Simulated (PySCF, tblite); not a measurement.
**C₃H₁₀BrNSi₂: geometry, infrared bands and NMR shifts**

Wanted: the infrared bands and NMR shifts of C₃H₁₀BrNSi₂ (`CN[Si@@H]([SiH3])/C=C/Br`), by calculation.

The runs use tblite 0.8.0 and PySCF 2.14.0, with density-fitted response routines of our own; the level of theory stands in each step. All values are computed, except where a source is named. Atoms are numbered from 0 throughout.

## Step 1: The molecule as given

17 atoms, charge 0, multiplicity 1; geometry from: force field or distance geometry start.

Bonds of the start (Å): C0–N1 1.44, N1–Si2 1.71, Si2–Si3 2.34, Si2–C4 1.83, C4–C5 1.34, C5–Br6 1.86, C0–H7 1.09, C0–H8 1.10, C0–H9 1.10, N1–H10 1.03, Si2–H11 1.48, Si3–H12 1.50, Si3–H13 1.48, Si3–H14 1.49, C4–H15 1.09, C5–H16 1.08.

## Step 2: Relaxing the molecule with GFN2-xTB

The job: settings as JSON, then the geometry in Å.

```
{"job": {"kind": "relax", "xc": "GFN2-xTB", "basis": "xTB"}, "charge": 0, "multiplicity": 1}
C     -1.920200    -1.745500    -0.278100
N     -0.778200    -1.153100     0.378200
Si     0.197100     0.098500    -0.252100
Si    -0.940100     2.115400    -0.623000
C      1.581400     0.349700     0.912700
C      2.853000     0.034600     0.653900
Br     4.239100     0.309400     1.863700
H     -1.639500    -2.231900    -1.208800
H     -2.379700    -2.497800     0.376200
H     -2.699700    -0.991600    -0.487100
H     -0.156800    -1.915300     0.674200
H      0.716800    -0.428700    -1.532600
H     -1.445700     2.672100     0.680100
H     -0.026600     3.106900    -1.243500
H     -2.102900     1.904400    -1.522600
H      1.296600     0.789500     1.869800
H      3.198500    -0.404600    -0.271000
```

Run with:

```console
> OMP_NUM_THREADS=1 python probes_run.py task.json out
```

One launch serves the whole session: the jobs run in the order shown.

**Question.** This job is followed by: GFN2-xTB harmonic vibrations, gas phase; GIAO PBE0/pcSseg-1 NMR shielding, non-relativistic, gas phase. Predict these results of the whole session: strongest single infrared mode (GFN2-xTB); zero-point energy (GFN2-xTB); 13C shifts against TMS (PBE0/pcSseg-1); 1H shifts against TMS (PBE0/pcSseg-1, means over atoms taken as alike); 15N shifts against NH3 (PBE0/pcSseg-1); 29Si shifts against TMS (PBE0/pcSseg-1); 79Br shifts against HBr (PBE0/pcSseg-1); surface potential, 1st and 99th percentile.

As calculated:

```
                                                              quantity                                    value
                             strongest single infrared mode (GFN2-xTB)                     790 cm⁻¹, 449 km/mol
                                          zero-point energy (GFN2-xTB)                            73.6 kcal/mol
                                13C shifts against TMS (PBE0/pcSseg-1)                   145.1, 144.0, 33.5 ppm
1H shifts against TMS (PBE0/pcSseg-1, means over atoms taken as alike)  6.62, 6.60, 5.58, 3.46, 2.79, -0.12 ppm
                                15N shifts against NH3 (PBE0/pcSseg-1)                                 15.3 ppm
                               29Si shifts against TMS (PBE0/pcSseg-1)                        -30.3, -116.8 ppm
                               79Br shifts against HBr (PBE0/pcSseg-1)                                  692 ppm
                                 surface potential, 1st and 99th percentile                       -0.65 V and 1.39 V
```

In words: Over 132 steps the energy fell by 0.299 eV; of the close pairs, Si2–C4 changed most, 1.827 to 1.887 Å. No mode is imaginary among the 45: a minimum at this level. The strongest single mode, at 790 cm⁻¹, is spread over several atoms, H12, H13, H14 among them. GFN2-xTB is a fitted tight-binding method: band positions and strengths are rough. Its intensities can rank the bands wrongly. C5 stands next to heavy halogen, whose spin-orbit shielding this run leaves out, so the computed shift lies too far downfield, most of all for carbon beside Br or I. At PBE0/pcSseg-1: The widest tensor belongs to Br6: span 1524 ppm, with a paramagnetic part of -1191 ppm. At PBE0/pcSseg-1, counted by nearest atom on the grid, the HOMO lies on N1 54 %; H11 11 %, the LUMO on C4, C5 about 26 % each; Si2 9 %. Spin-orbit coupling is left out, which matters for shieldings and couplings at and beside the heavy atoms.
